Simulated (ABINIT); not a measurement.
# BiTe (R-3m) in ABINIT: band structure with PBEsol

Aim: the band structure of BiTe with PBEsol.

Program: ABINIT 10.8.3 (patched build). These are calculated values, not measurements. Logs are shortened: lines on timing, memory, paths and dates and some standing lists are left out, and cuts for length are marked. The log counts tension as positive stress, the text compression.

## 1. Starting point

The structure is trigonal, space group R-3m (No. 166). Conventional cell: a = 4.845 Å, b = 4.845 Å, c = 9.952 Å, α = 90.00°, β = 90.00°, γ = 120.00°. Around Bi (site symmetry -3m) lie 6 Te at 3.25 Å. Around Te (site symmetry -3m) lie 6 Bi at 3.25 Å.

The cell comes from a database or a generator and needn't be the stable form of this composition.

## 2. Band structure, PBEsol

run.abi

```
# Datasets: ground state, then fixed potential
ndtset 2

# Pseudopotentials
pp_dirpath "./"
pseudos "Bi.upf, Te.upf"

# Structure
acell 3*1.0
rprim
     4.5782541706     2.6432562778     6.2687732694
    -4.5782541706     2.6432562778     6.2687732694
     0.0000000000    -5.2865125556     6.2687732694
ntypat 2
znucl 83 52
natom 2
typat 1 2
xred
     0.5000000000     0.5000000000     0.5000000000
     0.0000000000     0.0000000000     0.0000000000

# Plane-wave basis
ecut 40.0

# Exchange and correlation
ixc -116133

# Bands and occupations
occopt 3
tsmear 0.05 eV

# SCF cycle
nstep 100

# Output
iomode 3
prtwf 0
prteig 0
prtebands 0
enunit 1
prtden1 1

# Dataset 1
kptopt1 1
ngkpt1 7 7 7
nshiftk1 1
shiftk1 0.0 0.0 0.0
nband1 20
tolvrs1 1.0e-10

# Dataset 2: bands along G-L-B1
iscf2 -2
getden2 1
nband2 26
nbdbuf2 4
tolwfr2 1.0e-11
kptopt2 -2
ndivsm2 6
prteig2 1
kptbounds2
     0.0000000000     0.0000000000     0.0000000000
     0.5000000000     0.0000000000     0.0000000000
     0.5000000000     0.2851949954    -0.2851949954
```

Potentials or basis: PseudoDojo NC SR PBEsol v0.4.1 standard.

Started as:

```sh
$ abinit run.abi > log 2>&1
```

run.abo:

```text
.Version 10.8.3 of ABINIT
 DATASET    1 : space group R-3 m (#166); Bravais hR (rhombohedral)
================================================================================
 Values of the parameters that define the memory need for DATASET  1.
     intxc =       0    ionmov =       0      iscf =       7    lmnmax =       6
     lnmax =       6     mgfft =      48  mpssoang =       3    mqgrid =    3001
     natom =       2  nloc_mem =       1    nspden =       1   nspinor =       1
    nsppol =       1      nsym =      12    n1xccc =    2501    ntypat =       2
    occopt =       3   xclevel =       2
       mpw =        5521          nfft =      110592          nkpt =          44
================================================================================
================================================================================

 DATASET    2 : space group R-3 m (#166); Bravais hR (rhombohedral)
================================================================================
 Values of the parameters that define the memory need for DATASET  2.
     intxc =       0    ionmov =       0      iscf =      -2    lmnmax =       6
     lnmax =       6     mgfft =      48  mpssoang =       3    mqgrid =    3001
     natom =       2  nloc_mem =       1    nspden =       1   nspinor =       1
    nsppol =       1      nsym =      12    n1xccc =    2501    ntypat =       2
    occopt =       3   xclevel =       2
       mpw =        5514          nfft =      110592          nkpt =          14
================================================================================
================================================================================

--------------------------------------------------------------------------------
------------- Echo of variables that govern the present computation ------------
--------------------------------------------------------------------------------
 -outvars: echo values of preprocessed input variables --------
            acell      1.0000000000E+00  1.0000000000E+00  1.0000000000E+00 Bohr
              amu      2.08980370E+02  1.27600000E+02
             ecut      4.00000000E+01 Hartree
           enunit           1
           getden1          0
           getden2          1
             iscf1          7
             iscf2         -2
              ixc     -116133
           jdtset        1    2
           kptopt1          1
           kptopt2         -2
         kptrlatt        7    0    0      0    7    0      0    0    7
          kptrlen1     5.74020203E+01
          kptrlen2     3.00000000E+01
            natom           2
            nband1         20
            nband2         26
           nbdbuf1          0
           nbdbuf2          4
           ndtset           2
           ndivsm1          0
           ndivsm2          6
            ngfft          48      48      48
             nkpt1         44
             nkpt2         14
            nstep         100
             nsym          12
           ntypat           2
           occopt           3
        prtebands           0
           prteig1          0
           prteig2          1
            prtwf           0
            rprim      4.5782541706E+00  2.6432562778E+00  6.2687732694E+00
                      -4.5782541706E+00  2.6432562778E+00  6.2687732694E+00
                       0.0000000000E+00 -5.2865125556E+00  6.2687732694E+00
           shiftk1     0.00000000E+00  0.00000000E+00  0.00000000E+00
           shiftk2     5.00000000E-01  5.00000000E-01  5.00000000E-01
          spgroup         166
           tolvrs1     1.00000000E-10
           tolvrs2     0.00000000E+00
           tolwfr1     0.00000000E+00
           tolwfr2     1.00000000E-11
           tsmear      1.83746611E-03 Hartree
            typat      1  2
           xangst      1.0051459183E-16 -7.9709334504E-17  4.9759379284E+00
                       0.0000000000E+00  0.0000000000E+00  0.0000000000E+00
            xcart      1.8994505021E-16 -1.5062881189E-16  9.4031599041E+00
                       0.0000000000E+00  0.0000000000E+00  0.0000000000E+00
             xred      5.0000000000E-01  5.0000000000E-01  5.0000000000E-01
                       0.0000000000E+00  0.0000000000E+00  0.0000000000E+00
            znucl       83.00000   52.00000

[... 186 lines left out ...]
 Non-SCF case, kpt    1 (  0.00000  0.00000  0.00000), residuals and eigenvalues=
  2.41E-12  9.31E-12  1.33E-12  5.57E-12  1.40E-12  5.88E-12  2.41E-12  7.47E-12
  9.94E-12  2.18E-12  8.01E-12  5.40E-12  3.48E-12  2.49E-12  8.42E-12  1.47E-12
  2.12E-12  2.53E-12  2.80E-12  8.11E-12  7.29E-12  9.32E-12  4.32E-12  9.41E-12
  4.32E-12  5.03E-05
 -1.1761E+00 -1.1761E+00 -1.1750E+00 -1.1750E+00 -1.1745E+00 -6.6158E-01
 -6.6158E-01 -6.6110E-01 -6.6110E-01 -6.6053E-01 -3.0692E-01 -1.1604E-01
  8.2652E-02  8.2652E-02  1.3103E-01  2.5861E-01  2.8149E-01  2.8149E-01
  3.3798E-01  3.3798E-01  4.1372E-01  4.3441E-01  4.4469E-01  4.4469E-01
  4.4802E-01  7.5464E-01
 Non-SCF case, kpt    2 (  0.07143  0.00000  0.00000), residuals and eigenvalues=
  7.75E-12  1.32E-12  7.98E-12  5.96E-12  3.13E-12  4.48E-12  3.45E-12  4.92E-12
  2.48E-12  2.98E-12  1.96E-12  4.49E-12  6.01E-12  3.17E-12  1.66E-12  4.32E-12
  3.84E-12  6.89E-12  5.35E-12  3.43E-12  5.64E-12  3.86E-12  3.23E-12  3.28E-12
[... 112 lines left out ...]
 -6.6155E-01 -6.6101E-01 -6.6074E-01 -6.6043E-01 -2.2113E-01 -2.1226E-01
  1.0315E-02  1.0319E-02  1.3222E-01  1.7674E-01  3.1974E-01  3.3548E-01
  3.8418E-01  3.8772E-01  5.2145E-01  5.2175E-01  6.0047E-01  6.0666E-01
  6.5900E-01  6.6560E-01
 Non-SCF case, kpt   14 (  0.50000  0.28519 -0.28519), residuals and eigenvalues=
  3.93E-12  2.12E-12  1.72E-12  2.51E-12  1.38E-12  2.80E-12  4.20E-12  4.73E-12
  8.15E-12  1.06E-12  5.09E-12  3.81E-12  1.61E-12  5.32E-12  5.84E-12  6.84E-12
  8.18E-12  5.83E-12  2.24E-12  5.42E-12  7.71E-12  8.84E-12  7.52E-11  9.72E-12
  2.41E-06  4.69E-05
 -1.1761E+00 -1.1761E+00 -1.1749E+00 -1.1749E+00 -1.1745E+00 -6.6183E-01
 -6.6159E-01 -6.6091E-01 -6.6069E-01 -6.6046E-01 -2.1941E-01 -2.1010E-01
  9.8650E-03  1.0071E-02  1.2481E-01  1.6611E-01  3.0675E-01  3.2073E-01
  3.9164E-01  3.9893E-01  5.3601E-01  5.3933E-01  5.8613E-01  5.9100E-01
  6.8461E-01  6.9666E-01

--- !ResultsGS
iteration_state: {dtset: 2, }
comment   : Summary of ground state results
lattice_vectors:
- [  4.5782542,   2.6432563,   6.2687733, ]
- [ -4.5782542,   2.6432563,   6.2687733, ]
- [  0.0000000,  -5.2865126,   6.2687733, ]
lattice_lengths: [   8.20029,    8.20029,    8.20029, ]
lattice_angles: [ 67.877,  67.877,  67.877, ] # degrees, (23, 13, 12)
lattice_volume:   4.5516932E+02
convergence: {deltae:  0.000E+00, res2:  0.000E+00, residm:  9.944E-12, diffor:  0.000E+00, }
etotal    :  -1.86612857E+02
entropy   :   0.00000000E+00
fermie    :   1.89074261E-01
cartesian_stress_tensor: null
pressure_GPa: null
xred      :
- [  5.0000E-01,   5.0000E-01,   5.0000E-01, Bi]
- [  0.0000E+00,   0.0000E+00,   0.0000E+00, Te]
cartesian_forces: null
force_length_stats: {min: null, max: null, mean: null, }
...

 Integrated electronic density in atomic spheres:
 ------------------------------------------------
 Atom  Sphere_radius  Integrated_density
    1        2.00000         10.70016977
    2        2.00000         11.91875012
================================================================================

 ----iterations are completed or convergence reached----

 Mean square residual over all n,k,spin=   45.256E-13; max=  99.444E-13
 reduced coordinates (array xred) for    2 atoms
       0.500000000000      0.500000000000      0.500000000000
       0.000000000000      0.000000000000      0.000000000000

 cartesian coordinates (angstrom) at end:
    1      0.00000000000000    -0.00000000000000     4.97593792835082
    2      0.00000000000000     0.00000000000000     0.00000000000000
 length scales=  1.000000000000  1.000000000000  1.000000000000 bohr
              =  0.529177210544  0.529177210544  0.529177210544 angstroms
 Eigenvalues (   eV  ) for nkpt=  14  k points:
 kpt#   1, nband= 26, wtk=  1.00000, kpt=  0.0000  0.0000  0.0000 (reduced coord)
 -32.00459  -32.00459  -31.97208  -31.97208  -31.95895  -18.00243  -18.00243  -17.98943
 -17.98943  -17.97397   -8.35167   -3.15766    2.24909    2.24909    3.56551    7.03710
   7.65986    7.65986    9.19704    9.19704   11.25802   11.82093   12.10055   12.10055
  12.19128   20.53480
 kpt#   2, nband= 26, wtk=  1.00000, kpt=  0.0714  0.0000  0.0000 (reduced coord)
 -32.00457  -32.00457  -31.97208  -31.97203  -31.95894  -18.00240  -18.00233  -17.98973
 -17.98909  -17.97389   -8.30816   -3.27153    2.27765    2.31953    3.54022    6.86316
   7.45152    7.46549    9.27217    9.34876   11.51728   11.66610   12.30630   12.38524
  12.63297   19.75978
 kpt#   3, nband= 26, wtk=  1.00000, kpt=  0.1429  0.0000  0.0000 (reduced coord)
 -32.00454  -32.00454  -31.97210  -31.97189  -31.95892  -18.00238  -18.00206  -17.99055
 -17.98814  -17.97359   -8.17814   -3.58871    2.36331    2.50657    3.48982    6.40706
   6.94899    7.06474    9.49024    9.68385   11.58141   12.31344   12.89888   13.12065
  13.41105   18.58645
 kpt#   4, nband= 26, wtk=  1.00000, kpt=  0.2143  0.0000  0.0000 (reduced coord)
 -32.00450  -32.00449  -31.97211  -31.97169  -31.95889  -18.00248  -18.00176  -17.99166
[... 39 lines left out ...]
 -32.00452  -32.00428  -31.97187  -31.97102  -31.95879  -18.00706  -18.00153  -17.98949
 -17.98083  -17.97038   -6.11085   -5.88097    0.55134    0.56843    3.78224    5.06751
   8.25771    8.72244   10.31363   10.39314   14.30648   14.51281   16.69232   17.29606
  17.34109   17.53105
 kpt#  13, nband= 26, wtk=  1.00000, kpt=  0.5000  0.2377 -0.2377 (reduced coord)
 -32.00457  -32.00429  -31.97169  -31.97098  -31.95881  -18.00847  -18.00182  -17.98701
 -17.97961  -17.97108   -6.01727   -5.77576    0.28068    0.28080    3.59777    4.80938
   8.70054    9.12885   10.45404   10.55050   14.18951   14.19753   16.33973   16.50809
  17.93220   18.11197
 kpt#  14, nband= 26, wtk=  1.00000, kpt=  0.5000  0.2852 -0.2852 (reduced coord)
 -32.00460  -32.00432  -31.97147  -31.97093  -31.95884  -18.00930  -18.00280  -17.98418
 -17.97841  -17.97210   -5.97054   -5.71702    0.26844    0.27404    3.39613    4.52007
   8.34710    8.72759   10.65708   10.85554   14.58565   14.67604   15.94929   16.08202
  18.62932   18.95704

== END DATASET(S) ==============================================================
================================================================================

 -outvars: echo values of variables after computation  --------
            acell      1.0000000000E+00  1.0000000000E+00  1.0000000000E+00 Bohr
           etotal1    -1.8661285745E+02
            fcart1    -0.0000000000E+00 -0.0000000000E+00 -0.0000000000E+00
                      -0.0000000000E+00 -0.0000000000E+00 -0.0000000000E+00
            rprim      4.5782541706E+00  2.6432562778E+00  6.2687732694E+00
                      -4.5782541706E+00  2.6432562778E+00  6.2687732694E+00
                       0.0000000000E+00 -5.2865125556E+00  6.2687732694E+00
           strten1     7.8646887733E-05  7.8646887864E-05  7.3159608585E-05
                       0.0000000000E+00  0.0000000000E+00  0.0000000000E+00
           xangst      1.0051459183E-16 -7.9709334504E-17  4.9759379284E+00
                       0.0000000000E+00  0.0000000000E+00  0.0000000000E+00
             xred      5.0000000000E-01  5.0000000000E-01  5.0000000000E-01
                       0.0000000000E+00  0.0000000000E+00  0.0000000000E+00
 Calculation completed.
```

Wall time 2.9 min (1 thread of Arm Neoverse V1, shared host); peak memory 0.16 GiB.

Results:

- Free energy: -5077.9945 eV
- Pressure: -2.3 GPa
- Band gap on the k mesh: none (metal or under the smearing width)
- Valence electrons inside the program's atomic spheres: Bi 10.70; Te 11.92

Levels at the corners of the path, in eV from the Fermi level:
| point | band 12 | band 13 | band 14 | band 15 | band 16 | band 17 | band 18 | band 19 |
| --- | --- | --- | --- | --- | --- | --- | --- | --- |
| Γ | -8.30 | -2.90 | -2.90 | -1.58 | 1.89 | 2.51 | 2.51 | 4.05 |
| L | -11.37 | -1.84 | -1.82 | -1.02 | -0.99 | -0.62 | 0.30 | 6.75 |
| B1 | -10.86 | -4.88 | -4.87 | -1.75 | -0.62 | 3.20 | 3.58 | 5.51 |

Caveat: spin-orbit coupling is left out, which moves the levels of the heavy elements.
